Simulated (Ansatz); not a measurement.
# C4H12GeS4: basis-set convergence

How large a basis does C4H12GeS4 need? Two functionals are run in growing sets.

Computed with Ansatz 0.2.0, Gaussian basis. Level: one geometry, several basis sets.

Plan: PBE0-D4/def2-SVP; ωB97M-V/def2-SVP; PBE0-D4/def2-QZVPP; ωB97M-V/def2-QZVPP; the functionals' def2-TZVPP values are taken from earlier runs.

**1. Structure used throughout**

All runs share one geometry, relaxed beforehand with PBE0-D4 in a triple-zeta def2 set.

SMILES `C[S][Ge]([S]C)([S]C)[S]C`, 21 atoms, charge 0, spin multiplicity 1.

Atoms are counted from 1 here; the program's logs count them from 0.

Bond lengths: C1–S2 1.815 Å, C1–H10 1.090 Å, C1–H11 1.090 Å, C1–H12 1.090 Å, S2–Ge3 2.213 Å, Ge3–S4 2.213 Å, Ge3–S6 2.213 Å, Ge3–S8 2.213 Å, S4–C5 1.815 Å, C5–H13 1.090 Å, C5–H14 1.090 Å, C5–H15 1.090 Å, S6–C7 1.815 Å, C7–H16 1.090 Å, C7–H17 1.090 Å, C7–H18 1.090 Å, S8–C9 1.815 Å, C9–H19 1.090 Å and more. Angles: S2–C1–H10 106.4°, S2–C1–H11 110.9°, S2–C1–H12 110.9°, H10–C1–H11 109.4°, H10–C1–H12 109.4°, H11–C1–H12 109.7°, C1–S2–Ge3 98.2°, S2–Ge3–S4 112.3°, S2–Ge3–S6 104.0°, S2–Ge3–S8 112.3°, S4–Ge3–S6 112.3°, S4–Ge3–S8 104.0°, S6–Ge3–S8 112.3°, Ge3–S4–C5 98.2°, S4–C5–H13 106.4°, S4–C5–H14 110.9°, S4–C5–H15 110.9°, H13–C5–H14 109.4° and more.

**2. PBE0-D4 in def2-SVP**

Input file in.yaml:

```yaml
crystal:
  periodic: [false, false, false]
  atoms:
    - {symbol: C, position_ang: [2.515949, -0.238495, -1.704299]}
    - {symbol: S, position_ang: [1.517242, 1.156177, -1.111709]}
    - {symbol: Ge, position_ang: [-0.005941, 0.000483, 0.002175]}
    - {symbol: S, position_ang: [-1.073892, -1.443230, -1.290739]}
    - {symbol: C, position_ang: [-1.730964, -0.264708, -2.504425]}
    - {symbol: S, position_ang: [-1.356889, 1.547742, 0.825236]}
    - {symbol: C, position_ang: [-2.514515, 0.446932, 1.686522]}
    - {symbol: S, position_ang: [0.889696, -1.258701, 1.586087]}
    - {symbol: C, position_ang: [1.705872, 0.058290, 2.531114]}
    - {symbol: H, position_ang: [3.330316, 0.190913, -2.287494]}
    - {symbol: H, position_ang: [2.927436, -0.804206, -0.868919]}
    - {symbol: H, position_ang: [1.924403, -0.898009, -2.338588]}
    - {symbol: H, position_ang: [-2.298418, -0.850408, -3.227372]}
    - {symbol: H, position_ang: [-2.390826, 0.458329, -2.025875]}
    - {symbol: H, position_ang: [-0.922798, 0.257635, -3.015534]}
    - {symbol: H, position_ang: [-3.259982, 1.088944, 2.155350]}
    - {symbol: H, position_ang: [-2.001605, -0.132768, 2.453388]}
    - {symbol: H, position_ang: [-3.005766, -0.226105, 0.984456]}
    - {symbol: H, position_ang: [0.976842, 0.775425, 2.907212]}
    - {symbol: H, position_ang: [2.446162, 0.573449, 1.919738]}
    - {symbol: H, position_ang: [2.203277, -0.427089, 3.370577]}
basis:
  gaussian: {orbitals: def2-SVP}
hamiltonian: {xc: pbe0, dispersion: d4}
output: {orbitals: {seedname: orbitals}}
```

Run with:

```
ansatz run in.yaml --threads 4 --pin off --events-out ev --progress --plain --max-ram 46080MiB --backend cpu
```

After this run come: ωB97M-V in def2-SVP; PBE0-D4 in def2-QZVPP; ωB97M-V in def2-QZVPP.

Before running them: what should the planned runs give, taken together? Wanted: PBE0-D4: double and triple zeta above quadruple; ωB97M-V: double and triple zeta above quadruple.

**Answer**, as computed:

| quantity | value |
| --- | --- |
| PBE0-D4: double and triple zeta above quadruple | 29.80, 2.75 eV |
| ωB97M-V: double and triple zeta above quadruple | 29.86, 2.65 eV |

PBE0-D4 gains 27.05 eV from double to triple zeta, then 2.75 eV more. Total energies overstate the basis error of differences, where much of it tends to cancel. The LUMO of ωB97M-V is positive and keeps falling with the basis (1.57 to 0.89 eV): an unbound level that the basis holds in place.
